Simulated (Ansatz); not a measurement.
# CH8ClNSi2: the cost of one run

All numbers below are computed with Ansatz 0.2.0 (RKS revPBE/def2-mTZVP).

1 further run of the same task is left out (it didn't finish).

## Step 1: The structure to begin with

Bond lengths: N1–Si2 1.678 Å, Si2–C3 1.812 Å, C3–Si4 1.800 Å, Si4–Cl5 2.093 Å, N1–H6 0.981 Å, N1–H7 1.059 Å, Si2–H8 1.454 Å, Si2–H9 1.498 Å, C3–H10 1.146 Å, C3–H11 1.079 Å, Si4–H12 1.440 Å, Si4–H13 1.551 Å. Angles (14 of 21 angles, heavy atoms first): N1–Si2–C3 109.3°, Si2–C3–Si4 110.3°, C3–Si4–Cl5 110.8°, N1–Si2–H8 107.0°, N1–Si2–H9 102.7°, C3–Si2–H8 111.8°, C3–Si2–H9 112.7°, Si2–N1–H6 115.0°, Si2–N1–H7 108.4°, Si2–C3–H10 109.6°, Si2–C3–H11 112.7°, Si4–C3–H10 108.2°, Si4–C3–H11 111.2°, C3–Si4–H12 113.8°.

As a file:

```xyz
13

N    -0.2278    2.1953    0.9416
Si   -0.6484    0.6878    0.3359
C     0.8407   -0.1568   -0.2568
Si    0.4368   -1.8216   -0.8078
Cl   -0.5159   -1.7780   -2.6708
H     0.1954    2.1835    1.8266
H    -1.1152    2.7455    1.1164
H    -1.6052    0.9119   -0.7361
H    -1.2614    0.0135    1.5252
H     1.6028   -0.2377    0.5954
H     1.3529    0.3961   -1.0292
H     1.5819   -2.6846   -0.9410
H    -0.6161   -2.4896    0.1154
```

## Step 2: Relaxing end A

input.yaml

```yaml
crystal:
  periodic: [false, false, false]
  atoms:
    - { symbol: "N", position_ang: [-0.2278, 2.1953, 0.9416] }
    - { symbol: Si, position_ang: [-0.6484, 0.6878, 0.3359] }
    - { symbol: C, position_ang: [0.8407, -0.1568, -0.2568] }
    - { symbol: Si, position_ang: [0.4368, -1.8216, -0.8078] }
    - { symbol: Cl, position_ang: [-0.5159, -1.778, -2.6708] }
    - { symbol: H, position_ang: [0.1954, 2.1835, 1.8266] }
    - { symbol: H, position_ang: [-1.1152, 2.7455, 1.1164] }
    - { symbol: H, position_ang: [-1.6052, 0.9119, -0.7361] }
    - { symbol: H, position_ang: [-1.2614, 0.0135, 1.5252] }
    - { symbol: H, position_ang: [1.6028, -0.2377, 0.5954] }
    - { symbol: H, position_ang: [1.3529, 0.3961, -1.0292] }
    - { symbol: H, position_ang: [1.5819, -2.6846, -0.941] }
    - { symbol: H, position_ang: [-0.6161, -2.4896, 0.1154] }
basis:
  gaussian: { orbitals: def2-mTZVP }
hamiltonian:
  xc: revpbe
relax:
  f_tol: 0.015
  max_steps: 40
output:
  orbitals: {}
```

Command:

```sh
$ ansatz run input.yaml --threads 2 --pin off --max-ram 3072MiB --backend cpu --events-out ev --progress --plain --runs-dir out
```

**Question.** How long does this run take on 2 threads of Intel Xeon Platinum 8488C (Sapphire Rapids), shared host, and how much memory does it need?

About 59 s, with a peak of 0.2 GiB.
